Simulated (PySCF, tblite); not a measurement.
# C₅H₄ClF₃O: a rotation path, then NMR shifts on frames, part 1 of 2

Aim: move C₅H₄ClF₃O (`C=CO/C(=C\Cl)C(F)(F)F`) away from its starting geometry and see how NMR shifts follow the geometry.

Programs: tblite 0.8.0 and PySCF 2.14.0, with density-fitted response routines of our own. Each step states its level of theory. These are calculated values for one molecule in the gas phase, unless marked as measured. Atoms count from 0, in the outputs and in this text.

## (1) The molecule as given

14 atoms, charge 0, multiplicity 1; geometry from: GFN2-xTB.

Bonds of the start (Å): C0–C1 1.32, C1–O2 1.37, O2–C3 1.36, C3–C4 1.34, C4–Cl5 1.70, C3–C6 1.52, C6–F7 1.34, C6–F8 1.35, C6–F9 1.33, C0–H10 1.08, C0–H11 1.07, C1–H12 1.08, C4–H13 1.08.

## (2) The rotation path with GFN2-xTB

What the job is given:

```
{"job": {"kind": "neb", "xc": "GFN2-xTB", "basis": "xTB", "atoms": [2, 3, 6, 9], "turn": 120}, "charge": 0, "multiplicity": 1}
C      1.707976    -1.071719     0.410618
C      1.329804    -0.812704    -0.826732
O      0.399905     0.116838    -1.225999
C     -0.492913     0.607076    -0.331344
C     -0.699487     1.912582    -0.137600
Cl     0.242098     3.105724    -0.899603
C     -1.393358    -0.380340     0.394894
F     -2.683342    -0.018697     0.302891
F     -1.129778    -0.448853     1.712860
F     -1.299698    -1.617535    -0.088481
H      1.291323    -0.570795     1.267437
H      2.464480    -1.808611     0.599003
H      1.754658    -1.287716    -1.697952
H     -1.492345     2.274279     0.497842
```

With the program's defaults for keys left out, this is: GFN2-xTB climbing-image nudged elastic band, gas phase.

Started as:

```console
$ OMP_NUM_THREADS=1 python probes_run.py task.json out
```

One launch serves the whole session: the jobs run in the order shown.

The program printed:

```text
image   E - E0 / eV
  0      -0.0000
  1       0.0139
  2       0.0421
  3       0.0659
  4       0.0764
  5       0.0698
  6       0.0458
  7       0.0152
  8      -0.0000
```

Run time: 4 s. Hardware: 1 thread of INTEL XEON PLATINUM 8581C at 2.10GHz, shared host; peak memory 0.19 GiB.

The final band, with the dihedral O2–C3–C6–F9:

| image | dihedral (°) | energy (eV) | energy (kcal/mol) |
| --- | --- | --- | --- |
| 0 | -8 | 0.000 | 0.0 |
| 1 | 6 | 0.014 | 0.3 |
| 2 | 22 | 0.042 | 1.0 |
| 3 | 38 | 0.066 | 1.5 |
| 4 | 55 | 0.076 | 1.8 |
| 5 | 70 | 0.070 | 1.6 |
| 6 | 85 | 0.046 | 1.1 |
| 7 | 99 | 0.015 | 0.4 |
| 8 | 113 | 0.000 | 0.0 |

## (3) Shielding tensors: image 0, PBE0/pcSseg-1

What the job is given:

```
{"job": {"kind": "nmr", "xc": "PBE0", "basis": "pcSseg-1", "pop": false}, "charge": 0, "multiplicity": 1}
C      1.708000    -1.071700     0.410600
C      1.329800    -0.812700    -0.826700
O      0.399900     0.116800    -1.226000
C     -0.492900     0.607100    -0.331300
C     -0.699500     1.912600    -0.137600
Cl     0.242100     3.105700    -0.899600
C     -1.393400    -0.380300     0.394900
F     -2.683300    -0.018700     0.302900
F     -1.129800    -0.448900     1.712900
F     -1.299700    -1.617500    -0.088500
H      1.291300    -0.570800     1.267400
H      2.464500    -1.808600     0.599000
H      1.754700    -1.287700    -1.698000
H     -1.492300     2.274300     0.497800
```

Method: GIAO PBE0/pcSseg-1 NMR shielding, non-relativistic, gas phase.

The program printed:

```text
coarse grid: 13880 points
cycle   1  E = -1026.7594709902  dE =  1.800e+00  |g| = 9.982e-01  |ddm| = 3.526e+00
cycle   2  E = -1026.5578824811  dE =  2.016e-01  |g| = 1.525e+00  |ddm| = 1.528e+00
cycle   3  E = -1026.9332824450  dE = -3.754e-01  |g| = 8.554e-02  |ddm| = 9.762e-01
cycle   4  E = -1026.9341809097  dE = -8.985e-04  |g| = 5.637e-02  |ddm| = 1.102e-01
cycle   5  E = -1026.9348926441  dE = -7.117e-04  |g| = 1.578e-02  |ddm| = 5.452e-02
cycle   6  E = -1026.9349466339  dE = -5.399e-05  |g| = 4.517e-03  |ddm| = 1.436e-02
cycle   7  E = -1026.9349509786  dE = -4.345e-06  |g| = 1.380e-03  |ddm| = 4.457e-03
final grid: 135296 points
cycle   8  E = -1027.0232586435  dE = -4.513e-05  |g| = 1.238e-02  |ddm| = 3.137e-02
cycle   9  E = -1027.0232089293  dE =  4.971e-05  |g| = 2.043e-02  |ddm| = 2.226e-02
cycle  10  E = -1027.0232857382  dE = -7.681e-05  |g| = 2.118e-03  |ddm| = 1.570e-02
cycle  11  E = -1027.0232867457  dE = -1.008e-06  |g| = 6.530e-04  |ddm| = 2.355e-03
cycle  12  E = -1027.0232868330  dE = -8.725e-08  |g| = 1.489e-04  |ddm| = 5.909e-04
cycle  13  E = -1027.0232868375  dE = -4.471e-09  |g| = 4.433e-05  |ddm| = 1.319e-04
cycle  14  E = -1027.0232868379  dE = -3.899e-10  |g| = 1.730e-05  |ddm| = 4.536e-05
converged SCF energy = -1027.0232868379

GIAO shielding tensors (ppm)
atom      isotropic    diamagn.    paramagn.     s11        s22        s33       span
  0 C       87.854     258.257    -170.403    -13.657    106.109    171.109    184.766
  1 C       29.655     250.334    -220.679    -77.885     67.171     99.679    177.564
  2 O      159.811     396.488    -236.676     75.377    164.520    239.536    164.159
  3 C       34.175     256.535    -222.360    -65.797     70.563     97.759    163.556
  4 C       57.225     252.859    -195.633    -34.621     73.011    133.286    167.908
  5 Cl     776.358    1145.625    -369.267    558.879    871.279    898.916    340.037
  6 C       56.937     240.393    -183.456     47.513     58.817     64.482     16.969
  7 F      237.714     471.830    -234.116    165.084    208.209    339.849    174.765
  8 F      222.761     475.386    -252.625    135.617    206.237    326.428    190.811
  9 F      259.868     474.106    -214.238    189.283    267.195    323.127    133.843
 10 H       27.005      32.820      -5.815     23.808     26.618     30.588      6.780
 11 H       27.054      28.945      -1.891     25.258     26.212     29.693      4.435
 12 H       24.916      29.292      -4.376     22.145     26.158     26.446      4.302
 13 H       25.011      29.386      -4.375     20.475     24.723     29.836      9.361
```

Run time: 28 s. Hardware: 1 thread of INTEL XEON PLATINUM 8581C at 2.10GHz, shared host; peak memory 0.86 GiB.

Shifts follow as δ = σ(reference) − σ, with reference shieldings (ppm) from runs at the same level and on the same kind of geometry: ¹H TMS 31.72, ¹³C TMS 186.9, ¹⁹F CFCl3 170.9, ¹⁷O H2O 336.1, ³⁵Cl HCl 950. The references are single molecules in the gas phase, so shifts against H2O, NH3, PH3, H3PO4 or CFCl3 are not on the usual liquid scales and can be off by tens of ppm. Each atom is listed at this fixed geometry, with no averaging over motion; a spectrum would average atoms that exchange fast.

```csv
atoms,environment,σ (ppm),δ (ppm)
C1,alkene carbon bearing oxygen,29.7,157.3
C3,alkene carbon bearing oxygen,34.2,152.8
C6,CF3 carbon,56.9,130.0
C4,β carbon of an enol-ether or enamine type C=C,57.2,129.7
C0,β carbon of an enol-ether or enamine type C=C,87.9,99.1
H12,hydrogen on an alkene carbon bearing oxygen,24.92,6.80
H13,hydrogen on a β carbon of an enol-ether or enamine type C=C,25.01,6.71
H10,hydrogen on a β carbon of an enol-ether or enamine type C=C,27.00,4.71
H11,hydrogen on a β carbon of an enol-ether or enamine type C=C,27.05,4.66
O2,ether oxygen,159.8,176.3
Cl5,chlorine bonded to C,776,173
F8,fluorine of a CF3 group,222.8,-51.8
F7,fluorine of a CF3 group,237.7,-66.8
F9,fluorine of a CF3 group,259.9,-88.9
```

## (4) Shielding tensors: image 2, PBE0/pcSseg-1

What the job is given:

```
{"job": {"kind": "nmr", "xc": "PBE0", "basis": "pcSseg-1", "pop": false}, "charge": 0, "multiplicity": 1}
C      1.746900    -1.108900     0.321700
C      1.318200    -0.811500    -0.889800
O      0.364500     0.119900    -1.221800
C     -0.479800     0.600700    -0.275800
C     -0.654700     1.906100    -0.050500
Cl     0.279200     3.096800    -0.823500
C     -1.428300    -0.357800     0.428200
F     -2.652700    -0.305100    -0.127000
F     -1.589600    -0.024200     1.719900
F     -1.059800    -1.636700     0.396600
H      1.351700    -0.640700     1.207100
H      2.505000    -1.854700     0.459800
H      1.711700    -1.251800    -1.793000
H     -1.412900     2.267600     0.625900
```

Method: GIAO PBE0/pcSseg-1 NMR shielding, non-relativistic, gas phase.

The program printed:

```text
coarse grid: 13880 points
cycle   1  E = -1026.7564239247  dE =  1.802e+00  |g| = 1.001e+00  |ddm| = 3.524e+00
cycle   2  E = -1026.5519922131  dE =  2.044e-01  |g| = 1.532e+00  |ddm| = 1.532e+00
cycle   3  E = -1026.9313686266  dE = -3.794e-01  |g| = 8.516e-02  |ddm| = 9.773e-01
cycle   4  E = -1026.9322460648  dE = -8.774e-04  |g| = 5.660e-02  |ddm| = 1.124e-01
cycle   5  E = -1026.9329643243  dE = -7.183e-04  |g| = 1.628e-02  |ddm| = 5.617e-02
cycle   6  E = -1026.9330213822  dE = -5.706e-05  |g| = 4.859e-03  |ddm| = 1.503e-02
cycle   7  E = -1026.9330263077  dE = -4.925e-06  |g| = 1.495e-03  |ddm| = 4.773e-03
final grid: 135296 points
cycle   8  E = -1027.0211277367  dE = -4.644e-05  |g| = 1.258e-02  |ddm| = 3.237e-02
cycle   9  E = -1027.0210752261  dE =  5.251e-05  |g| = 2.087e-02  |ddm| = 2.269e-02
cycle  10  E = -1027.0211557563  dE = -8.053e-05  |g| = 2.145e-03  |ddm| = 1.610e-02
cycle  11  E = -1027.0211567960  dE = -1.040e-06  |g| = 6.530e-04  |ddm| = 2.378e-03
cycle  12  E = -1027.0211568821  dE = -8.605e-08  |g| = 1.586e-04  |ddm| = 5.979e-04
cycle  13  E = -1027.0211568872  dE = -5.105e-09  |g| = 4.773e-05  |ddm| = 1.412e-04
cycle  14  E = -1027.0211568876  dE = -4.597e-10  |g| = 1.844e-05  |ddm| = 4.850e-05
converged SCF energy = -1027.0211568876

GIAO shielding tensors (ppm)
atom      isotropic    diamagn.    paramagn.     s11        s22        s33       span
  0 C       87.739     258.147    -170.408    -14.323    106.761    170.778    185.101
  1 C       30.084     250.028    -219.943    -76.887     67.483     99.657    176.544
  2 O      162.547     396.542    -233.994     82.101    167.381    238.160    156.059
  3 C       34.603     256.704    -222.101    -66.526     69.949    100.384    166.910
  4 C       55.863     253.227    -197.364    -37.227     71.868    132.948    170.175
  5 Cl     775.403    1145.688    -370.286    554.207    875.580    896.422    342.215
  6 C       56.288     240.031    -183.743     47.911     56.361     64.593     16.682
  7 F      226.327     471.652    -245.325    143.245    204.355    331.382    188.137
  8 F      239.411     474.454    -235.043    161.663    218.859    337.710    176.046
  9 F      251.157     474.991    -223.834    191.825    257.058    304.588    112.763
 10 H       27.187      33.001      -5.815     24.163     26.317     31.081      6.918
 11 H       27.029      28.892      -1.863     25.253     26.213     29.621      4.367
 12 H       24.936      29.206      -4.270     22.158     26.074     26.577      4.419
 13 H       24.966      29.425      -4.459     20.434     24.539     29.925      9.490
```

Run time: 26 s. Hardware: 1 thread of INTEL XEON PLATINUM 8581C at 2.10GHz, shared host; peak memory 0.9 GiB.

Key values: δ C1 156.8, C3 152.3, C4 131.1, C6 130.6, H12 6.78, H13 6.75 ppm.

(Continued in part 2 of 2.)
